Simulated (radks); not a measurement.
# Si⁴⁻ held by a Watson sphere

Aim: the size and levels of Si⁴⁻ inside a shell of charge +4 and radius R, which stands for the Madelung well of a crystal, for several R.

Method: scalar-relativistic Kohn-Sham, PBEsol, spin-polarised, spherical densities, finite nucleus. Code: radks (a radial shooting solver on a logarithmic mesh, Libxc functionals) version 1.

**1. What is computed**

| Property | Result |
| --- | --- |
| element | silicon (Z = 14) |
| charge | -4 |
| electrons | 18 |
| configuration | [Ar] |
| nuclear rms radius | 3.1224 fm |

Outer shells as boxes (Hund's rule):

Si⁴⁻
```
[Ne] core
3s [↑↓]
3p [↑↓][↑↓][↑↓]
```

**2. R = 2.68 bohr**

Input:

```text
Z 14
configuration [Ar]
relativity scalar-relativistic
functional pbe_sol,pbe_sol
spin polarised
nucleus finite rms 3.1224 fm
c 137.035999084
watson charge 4 radius 2.68 bohr
response adiabatic LDA kernel
```

**3. R = 2.93 bohr**

Settings, as their differences from step 2:

```diff
@@ -7,3 +7,3 @@
 c 137.035999084
-watson charge 4 radius 2.68 bohr
+watson charge 4 radius 2.93 bohr
 response adiabatic LDA kernel
```

**4. R = 3.11 bohr**

Settings, as their differences from step 3:

```diff
@@ -7,3 +7,3 @@
 c 137.035999084
-watson charge 4 radius 2.93 bohr
+watson charge 4 radius 3.11 bohr
 response adiabatic LDA kernel
```

**5. R = 3.12 bohr**

Settings, as their differences from step 4:

```diff
@@ -7,3 +7,3 @@
 c 137.035999084
-watson charge 4 radius 3.11 bohr
+watson charge 4 radius 3.12 bohr
 response adiabatic LDA kernel
```

**6. R = 3.47 bohr**

Settings, as their differences from step 5:

```diff
@@ -7,3 +7,3 @@
 c 137.035999084
-watson charge 4 radius 3.12 bohr
+watson charge 4 radius 3.47 bohr
 response adiabatic LDA kernel
```

**7. R = 3.67 bohr**

Settings, as their differences from step 6:

```diff
@@ -7,3 +7,3 @@
 c 137.035999084
-watson charge 4 radius 3.47 bohr
+watson charge 4 radius 3.67 bohr
 response adiabatic LDA kernel
```

**8. R = 3.97 bohr**

Settings, as their differences from step 7:

```diff
@@ -7,3 +7,3 @@
 c 137.035999084
-watson charge 4 radius 3.67 bohr
+watson charge 4 radius 3.97 bohr
 response adiabatic LDA kernel
```

**9. R = 4.17 bohr**

Settings, as their differences from step 8:

```diff
@@ -7,3 +7,3 @@
 c 137.035999084
-watson charge 4 radius 3.97 bohr
+watson charge 4 radius 4.17 bohr
 response adiabatic LDA kernel
```

Q: Predict the outcome of this session. Wanted: for each run, R; highest level; its <r>; sum of <r²>; α.

As calculated:

```
R (bohr)  highest level (eV)  its <r> (bohr)  sum of <r²> (bohr²)  α (bohr³)
    2.68              -6.620           2.756                67.76      54.61
    2.93              -6.160           2.893                73.97      66.06
    3.11              -5.844           2.992                78.62      75.75
    3.12              -5.827           2.998                78.88      76.33
    3.47              -5.261           3.192                88.33      99.49
    3.67              -4.967           3.304                93.98      115.6
    3.97              -4.565           3.473                102.8      144.4
    4.17              -4.323           3.587                109.0      167.0
```

**Reading.** From R = 2.68 to 4.17 bohr the top level moves from -6.620 to -4.323 eV and its mean radius from 2.76 to 3.59 bohr. A wider sphere makes a shallower well, so the ion swells. The polarisability goes from 54.6 to 167 bohr³. Response by self-consistent Sternheimer equations with the Hartree and adiabatic LDA kernel, the relativistic mass of each level held fixed and spin-orbit coupling left out. The sphere does not respond.
